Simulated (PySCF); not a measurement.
# C2H10Ge2: the cost of one run

Programs: PySCF 2.14.0, with density-fitted response routines of our own. Each step states its level of theory. These are calculated values for one molecule in the gas phase, unless marked as measured. Atoms count from 0, in the outputs and in this text.

## (1) The molecule as given

14 atoms, charge 0, multiplicity 1; geometry from: GFN2-xTB. The atoms were then displaced at random by about 0.01 Å, so the start is not that level's minimum.

Bonds of the start (Å): C0–Ge1 1.98, Ge1–C2 1.98, Ge1–Ge3 2.44, C0–H4 1.07, C0–H5 1.12, C0–H6 1.08, Ge1–H7 1.52, C2–H8 1.06, C2–H9 1.09, C2–H10 1.11, Ge3–H11 1.48, Ge3–H12 1.49, Ge3–H13 1.48.

## (2) Optimising the geometry at PBE0-D3(BJ)/def2-SVP

Job settings and geometry (Å):

```
{"job": {"xc": "PBE0", "basis": "def2-SVP", "d3": "d3bj", "grid": 1, "shake": 0.01, "kind": "geom"}, "charge": 0, "multiplicity": 1}
C     -1.364510    -1.401570     0.009550
Ge    -0.202340     0.106000    -0.536080
C     -0.777460     1.774320     0.365880
Ge     2.128440    -0.423180    -0.067840
H     -1.143940    -2.294940    -0.543420
H     -2.430200    -1.129770    -0.191520
H     -1.266100    -1.574830     1.069690
H     -0.348750     0.326680    -2.036490
H     -1.774340     2.051640     0.116370
H     -0.106560     2.603100     0.125840
H     -0.733080     1.642520     1.462320
H      2.944580    -0.757690    -1.251910
H      2.227300    -1.604780     0.829750
H      2.839800     0.667440     0.640100
```

Command:

```bash
$ OMP_NUM_THREADS=1 python probes_run.py task.json out
```

One launch serves the whole session: the jobs run in the order shown.

**Question.** How long does this first job take on 1 thread of Arm Neoverse V1, shared host, and how much memory does it need?

About 77 s, with a peak of 0.57 GiB.
